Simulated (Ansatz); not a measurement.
**PC3: from a guess to a relaxed structure**

The task: take a trial cell of PC3 to zero force and stress.

Computed with Ansatz 0.2.0 (DFT PBE, scalar-relativistic, plane waves, PAW, unless a step's input says otherwise).

### 1 The starting structure

The structure is cubic, space group Pm-3n (No. 223). The conventional cell has a = 4.558 Å, b = 4.558 Å, c = 4.558 Å, α = 90.00°, β = 90.00°, γ = 90.00°. P (site symmetry m-3) is surrounded by 12 C at 2.55 Å. Around C (site symmetry -4m2) lie 2 C at 2.28 Å and 4 P at 2.55 Å.

As a file:

```cif
data_structure
_symmetry_space_group_name_H-M 'Pm-3n'
_symmetry_Int_Tables_number 223
_cell_length_a 4.5577
_cell_length_b 4.5577
_cell_length_c 4.5577
_cell_angle_alpha 90.000
_cell_angle_beta 90.000
_cell_angle_gamma 90.000
_cell_volume 94.67
loop_
_atom_site_label
_atom_site_type_symbol
_atom_site_symmetry_multiplicity
_atom_site_Wyckoff_symbol
_atom_site_fract_x
_atom_site_fract_y
_atom_site_fract_z
_atom_site_occupancy
P1 P 2 a 0.00000 0.00000 0.00000 1
C1 C 6 c 0.25000 0.00000 0.50000 1
```

The cell is invented: species swapped into a database cell of SnMo3 (Pm-3n, No. 223), with P on the Sn sites and C on the Mo sites. Lengths come from tabulated atomic sizes and are only a guess.

### 2 The guess as it stands, on a coarse mesh

Input file input.yaml:

```yaml
crystal:
  lattice:
    - [4.55767128, 0.0, 0.0]
    - [0.0, 4.55767128, 0.0]
    - [0.0, 0.0, 4.55767128]
  atoms:
    - { symbol: P, position: [0.0, 0.0, 0.0] }
    - { symbol: P, position: [0.5, 0.5, 0.5] }
    - { symbol: C, position: [0.25, 0.0, 0.5] }
    - { symbol: C, position: [0.5, 0.75, 0.0] }
    - { symbol: C, position: [0.75, 0.0, 0.5] }
    - { symbol: C, position: [0.5, 0.25, 0.0] }
    - { symbol: C, position: [0.0, 0.5, 0.75] }
    - { symbol: C, position: [0.0, 0.5, 0.25] }
basis:
  ecutwfc: 420
kpoints:
  mp_grid: { grid: [4, 4, 4] }
hamiltonian:
  xc: pbe
scf:
  occupations: { method: gaussian, width: 0.1 }
  lower_state_search: "off"
output:
  forces: true
  stress: true
  eigenvalues: true
```

Launch:

```
> ansatz run input.yaml --threads 1 --pin off --max-ram 2560MiB --backend cpu --events-out ev --progress --plain --runs-dir out
```

The session goes on with these runs: spin check on a coarse mesh; a loose first relaxation; full relaxation.

Before running it: what results should come out? Wanted: conventional cell; volume; energy over the elements, black P; gap on the mesh.

**Answer**, as computed:

| quantity | value |
| --- | --- |
| symmetry at the end (tolerance 0.05 Å) | space group Pm-3n (No. 223) |
| conventional cell | a = 4.051 Å, b = 4.051 Å, c = 4.051 Å, α = 90.00°, β = 90.00°, γ = 90.00° |
| volume | 8.31 Å³/atom |
| energy over the elements, black P | +3.42 eV/atom |
| gap on the mesh | none (metal) |

**Reading.** The space group Pm-3n (No. 223) is kept, and the volume per atom shrinks by 29.8 % from the first guess. With a positive formation energy it can't be a ground state. No finished test with a distortion of lower symmetry is shown, so the end may be a saddle point. Other magnetic orders were not searched.
